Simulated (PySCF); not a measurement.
**Ge3: singlet, from a linear chain start**

Aim: relax Ge3 as a singlet from a linear chain start, check by its vibrations whether the end is a minimum, and collect its spectrum and constants.

Program: PySCF 2.14.0. Level of theory: PBE0, basis Ge def2-TZVP, no relativity, density fitting. These are calculated values, not measurements.

### 1 Where the work starts

3 atoms, charge 0, spin multiplicity 1.

Bond lengths: Ge1–Ge2 2.299 Å, Ge1–Ge3 2.299 Å. Angles: Ge2–Ge1–Ge3 180.0°.

```xyz
3
charge 0 multiplicity 1
Ge    0.0000    0.0000    0.0000
Ge    0.0000    0.0000    2.2990
Ge    0.0000    0.0000   -2.2990
```

### 2 The SCF at the typed geometry

One driver script runs all steps and calls PySCF; scf.py shows how it sets up the SCF of each step. The optimiser is the driver's own. After this first run the driver tries any further starts and a stability analysis.

Contents of scf.py:

```python
from pyscf import gto, scf, dft
mol = gto.M(atom='''
Ge     0.000000     0.000000     0.000000
Ge     0.000000     0.000000     2.299000
Ge     0.000000     0.000000    -2.299000''',
    basis={'Ge': 'def2-TZVP'},
    charge=0, spin=0)
mf = dft.RKS(mol, xc='PBE0')
mf.grids.atom_grid = (50, 194)
aux = {'Ge': 'def2-universal-JKFIT'}
mf = mf.density_fit(auxbasis=aux)
mf.conv_tol = 1e-08
mf.diis_space = 10
mf.max_cycle = 60
mf.init_guess = 'minao'
mf.verbose = 4
mf.kernel()
```

On the command line:

```sh
$ OMP_NUM_THREADS=4 python axn.py task.json out
```

Standard output:

```text
init E= -6228.48366402638
  HOMO = -0.20148588782334  LUMO = -0.130247755190759  gap/eV = 1.93849
cycle= 1 E= -6230.10210823928  delta_E= -1.62  |g|= 0.976  |ddm|= 2.11
  HOMO = -0.209155026933783  LUMO = -0.143881264292338  gap/eV = 1.77619
cycle= 2 E= -6230.04700314913  delta_E= 0.0551  |g|= 1.11  |ddm|= 1.12
  HOMO = -0.224464721590299  LUMO = -0.127516031993913  gap/eV = 2.63811
cycle= 3 E= -6230.16695473279  delta_E= -0.12  |g|= 0.196  |ddm|= 0.79
  HOMO = -0.215141461671249  LUMO = -0.127451121270428  gap/eV = 2.38618
cycle= 4 E= -6230.17639563028  delta_E= -0.00944  |g|= 0.0105  |ddm|= 0.196
  HOMO = -0.216882891035366  LUMO = -0.12808436519414  gap/eV = 2.41633
cycle= 5 E= -6230.17642803054  delta_E= -3.24e-05  |g|= 0.00302  |ddm|= 0.0217
  HOMO = -0.216561699718786  LUMO = -0.127975799248767  gap/eV = 2.41055
cycle= 6 E= -6230.17643144957  delta_E= -3.42e-06  |g|= 0.000672  |ddm|= 0.00492
  HOMO = -0.216575831212119  LUMO = -0.127939023890038  gap/eV = 2.41193
cycle= 7 E= -6230.17643165165  delta_E= -2.02e-07  |g|= 0.000107  |ddm|= 0.00107
  HOMO = -0.216562510485217  LUMO = -0.127931862958644  gap/eV = 2.41176
cycle= 8 E= -6230.17643165632  delta_E= -4.67e-09  |g|= 1.68e-05  |ddm|= 0.000213
  HOMO = -0.216564839442765  LUMO = -0.127935060503241  gap/eV = 2.41174
Extra cycle  E= -6230.17643165631  delta_E= 9.09e-12  |g|= 2.25e-05  |ddm|= 3.49e-05
converged SCF energy = -6230.17643165631
```

This step, with its further starts and checks, needed 18 s of wall time on 4 threads of Arm Neoverse V2, shared host.

The starts that the driver tried:

| start | energy (Eh) |
| --- | --- |
| the minimal-basis guess | -6230.176432 |
| a thermally smeared density | -6230.176432 |
| a smeared PBE density | -6230.176432 |

No lower closed-shell solution turned up from the other starts or in the test of internal stability.

### 3 Relaxing the singlet from the linear chain start

The program finds D∞h symmetry in the start, which this walk keeps. The walk stops when the largest gradient is under 0.0003 Eh/bohr and the energy has settled too.

scf.py: that of step 2 with these lines changed.

```diff
@@ -15 +14,0 @@
-mf.init_guess = 'minao'
```

The optimiser's trace:

| step | energy (Eh) | change (kJ/mol) | largest symmetric gradient (Eh/bohr) |
| --- | --- | --- | --- |
| 0 | -6230.176432 | 0.00 | 0.01072 |
| 1 | -6230.177198 | -2.01 | 0.00275 |
| 2 | -6230.177248 | -2.14 | 0.00020 |
| 3 | -6230.177249 | -2.14 | 0.00000 |

The walk took 11 s.

After 3 steps and 2.1 kJ/mol it ends at D∞h: Ge–Ge 2.260 Å (×2); Ge–Ge–Ge 180.0°.

### 4 Is it a minimum? Harmonic modes

The point is checked on the finer grid, and tightened if its gradient asks for it. The Hessian and the dipole derivatives come from central differences of analytic gradients, with steps of 0.02 bohr.

scf.py: that of step 3 with these lines changed.

```diff
@@ -4,2 +4,2 @@
-Ge     0.000000     0.000000     2.299000
-Ge     0.000000     0.000000    -2.299000''',
+Ge     0.000000     0.000000     2.259630
+Ge    -0.000000     0.000000    -2.259630''',
@@ -9 +9 @@
-mf.grids.atom_grid = (50, 194)
+mf.grids.atom_grid = (75, 302)
@@ -12 +12 @@
-mf.conv_tol = 1e-08
+mf.conv_tol = 1e-10
```

This SCF starts from the last density.

SCF at the final geometry:

```text
init E= -6230.17715433994
  HOMO = -0.220017158484452  LUMO = -0.127780723173105  gap/eV = 2.50988
cycle= 1 E= -6230.17715433994  delta_E= -9.09e-13  |g|= 4.68e-06  |ddm|= 6.13e-06
  HOMO = -0.22001667541539  LUMO = -0.127780780880021  gap/eV = 2.50987
Extra cycle  E= -6230.1771543399  delta_E= 3.46e-11  |g|= 1.07e-05  |ddm|= 1.42e-05
converged SCF energy = -6230.1771543399
```

The whole step took 27 s.

Geometry: D∞h; Ge–Ge 2.260 Å (×2); Ge–Ge–Ge 180.0°.

Modes, for the most abundant isotopes:

```csv
symmetry,ω (cm⁻¹),IR (km/mol)
πu,16i,0.3
σg+,235,0.0
σu+,407,89.7
```

2 modes are imaginary, the largest at 16i cm⁻¹: a saddle point, not a minimum.

Constants and moments:

| Item | Value |
| --- | --- |
| Dipole moment | 0.00 D |
| Highest occupied level | -5.99 eV |
| Lowest empty level | -3.48 eV |
| Rotational constants | 0.02233 cm⁻¹ |
| Zero-point energy (real modes) | 3.8 kJ/mol |
| Principal polarisabilities | 72.6, 72.6, 234.6 bohr³ |
| Atomisation energy without zero-point energy | 556 kJ/mol |
| Principal traceless quadrupole moments about the centre of mass | -1.95, -1.95, 3.89 D Å |

Charges (e) and bond orders:

| atom | Mulliken | Löwdin | polar tensor | Mayer order to Ge1 |
| --- | --- | --- | --- | --- |
| Ge1 | -0.14 | -0.13 | -0.77 | – |
| Ge2,3 | 0.07 | 0.07 | 0.38 | 1.77 |

Mulliken populations on Ge1: s 7.57, p 14.55, d 10.00, f 0.02.

### 5 Downhill along the imaginary mode

The atoms are moved a little along the softest imaginary mode and relaxed again.

The program finds C2v symmetry in the start, which this walk keeps. The walk stops when the largest gradient is under 0.0003 Eh/bohr and the energy has settled too.

scf.py: that of step 4 with these lines changed.

```diff
@@ -3,3 +3,3 @@
-Ge     0.000000     0.000000     0.000000
-Ge     0.000000     0.000000     2.259630
-Ge    -0.000000     0.000000    -2.259630''',
+Ge    -0.000487     0.250000    -0.000000
+Ge     0.000244    -0.125000     2.259630
+Ge     0.000244    -0.125000    -2.259630''',
@@ -9 +9 @@
-mf.grids.atom_grid = (75, 302)
+mf.grids.atom_grid = (50, 194)
@@ -12 +12 @@
-mf.conv_tol = 1e-10
+mf.conv_tol = 1e-08
```

Energy and gradient, step by step:

| step | energy (Eh) | change (kJ/mol) | largest symmetric gradient (Eh/bohr) |
| --- | --- | --- | --- |
| 0 | -6230.177256 | 0.00 | 0.00866 |
| 1 | -6230.177791 | -1.41 | 0.00244 |
| 2 | -6230.177919 | -1.74 | 0.00189 |
| 3 | -6230.178134 | -2.30 | 0.00315 |
| 4 | -6230.178442 | -3.12 | 0.00376 |
| 5 | -6230.178972 | -4.51 | 0.00444 |
| 6 | -6230.180044 | -7.32 | 0.00502 |
| 7 | -6230.182311 | -13.27 | 0.00627 |
| 8 | -6230.185084 | -20.55 | 0.01400 |
| 9 | -6230.187847 | -27.81 | 0.02806 |
| 10 | -6230.191971 | -38.63 | 0.02033 |
| 11 | -6230.199548 | -58.53 | 0.00976 |
| 12 | -6230.200270 | -60.42 | 0.00307 |
| 13 | -6230.200340 | -60.61 | 0.00033 |
| 14 | -6230.200344 | -60.62 | 0.00009 |
| 15 | -6230.200344 | -60.62 | 0.00001 |

The walk took 54 s.

Positions (Å) and forces (eV/Å) along the way:

```
step 0
Ge   0.000   0.250   0.000   0.000  -0.076   0.000
Ge   0.000  -0.125   2.260   0.000   0.038  -0.445
Ge   0.000  -0.125  -2.260   0.000   0.038   0.445
step 1
Ge  -0.001   0.258   0.000   0.000   0.035   0.000
Ge   0.000  -0.129   2.234   0.000  -0.017  -0.125
Ge   0.000  -0.129  -2.234   0.000  -0.017   0.125
step 8
Ge  -0.002   0.809   0.000   0.000  -0.259   0.000
Ge   0.001  -0.404   1.967   0.000   0.129  -0.720
Ge   0.001  -0.404  -1.967   0.000   0.129   0.720
step 15
Ge  -0.002   1.163   0.000   0.000   0.001   0.000
Ge   0.001  -0.581   1.492   0.000   0.000   0.000
Ge   0.001  -0.581  -1.492   0.000   0.000   0.000
```

End point (C2v, 15 steps, 60.6 kJ/mol gained): Ge–Ge 2.295 Å (×2); Ge–Ge–Ge 81.1°.

### 6 Vibrations and properties at this point

As before: finer grid, then central differences.

scf.py: that of step 5 with these lines changed.

```diff
@@ -3,3 +3,3 @@
-Ge    -0.000487     0.250000    -0.000000
-Ge     0.000244    -0.125000     2.259630
-Ge     0.000244    -0.125000    -2.259630''',
+Ge    -0.002265     1.162530     0.000000
+Ge     0.001133    -0.581265     1.491793
+Ge     0.001133    -0.581265    -1.491793''',
@@ -9 +9 @@
-mf.grids.atom_grid = (50, 194)
+mf.grids.atom_grid = (75, 302)
@@ -12 +12 @@
-mf.conv_tol = 1e-08
+mf.conv_tol = 1e-10
```

Log of the central SCF (cycles and frontier levels):

```text
init E= -6230.20020947968
  HOMO = -0.222725073746149  LUMO = -0.128169900338381  gap/eV = 2.57298
cycle= 1 E= -6230.20020947966  delta_E= 2.18e-11  |g|= 7.21e-06  |ddm|= 1.24e-05
  HOMO = -0.222725239773002  LUMO = -0.128170030778024  gap/eV = 2.57298
Extra cycle  E= -6230.2002094796  delta_E= 5.82e-11  |g|= 1.73e-05  |ddm|= 2.73e-05
converged SCF energy = -6230.2002094796
```

The whole step needed 40 s of wall time on 4 threads of Arm Neoverse V2, shared host.

Geometry: C2v; Ge–Ge 2.295 Å (×2); Ge–Ge–Ge 81.1°.

Modes, for the most abundant isotopes:

```tsv
symmetry	ω (cm⁻¹)	IR (km/mol)	μ (u)	type
a1	109	1.0	73.92	bend
b2	316	15.5	73.92	stretch
a1	317	2.6	73.92	stretch
```

All wavenumbers are real: a minimum.

Properties at this point:

| Item | Value |
| --- | --- |
| Dipole moment | 0.25 D |
| Highest occupied level | -6.06 eV |
| Lowest empty level | -3.49 eV |
| Rotational constants | 0.1125, 0.05124, 0.0352 cm⁻¹ |
| Zero-point energy | 4.4 kJ/mol |
| Principal polarisabilities | 67.7, 106.0, 145.7 bohr³ |
| Atomisation energy without zero-point energy | 616 kJ/mol |
| Principal traceless quadrupole moments about the centre of mass | -1.20, -0.67, 1.87 D Å |
| Entropy at 298.15 K and 1 bar | 314.4 J/(mol K) |
| Heat capacity Cp at 298.15 K | 55.1 J/(mol K) |
| Enthalpy at 298.15 K above 0 K | 13.90 kJ/mol |
| Rotational symmetry number | 2 |

Charges (e) and bond orders:

| atom | Mulliken | Löwdin | polar tensor | Mayer order to Ge1 |
| --- | --- | --- | --- | --- |
| Ge1 | -0.08 | -0.14 | -0.32 | – |
| Ge2,3 | 0.04 | 0.07 | 0.16 | 1.60 |

Mulliken populations on Ge1: s 7.71, p 14.27, d 10.09, f 0.01.

### 7 Stability of the closed shell

At the lowest minimum the closed shell is tested against spin polarisation, on the (50, 194) grid. It is stable.

### 8 All stationary points

| spin | group | bonds | imaginary modes (cm⁻¹) | ΔE (kJ/mol) | with zero-point energy |
| --- | --- | --- | --- | --- | --- |
| singlet | C2v | Ge–Ge 2.295 Å (×2) | none | 0.0 | 0.0 |
| singlet | D∞h | Ge–Ge 2.260 Å (×2) | 16i, 16i | 60.5 | – |

### 9 Summary of results

| quantity | value |
| --- | --- |
| minimum | singlet, C2v |
| geometry | Ge–Ge 2.295 Å (×2); Ge–Ge–Ge 81.1° |
| wavenumbers (cm⁻¹) | 109 (a1), 316 (b2), 317 (a1) |
| dipole moment | 0.25 D |
| highest occupied, lowest empty level | -6.06, -3.49 eV |
| polar-tensor charge of Ge1 | -0.32 e |
| zero-point energy | 4.4 kJ/mol |
| entropy at 298.15 K | 314.4 J/(mol K) |
| atomisation energy (no zero-point energy) | 616 kJ/mol |

**Reading.** From D∞h at the start the molecule goes to a C2v minimum, after a stop at a second-order saddle point 60.5 kJ/mol higher, from which it was pushed off along an imaginary mode. The strongest infrared band lies at 316 cm⁻¹ (b2, stretch). Only this shape and spin were tried, so other structures or states may lie lower.

The search up to here took 2.6 min.
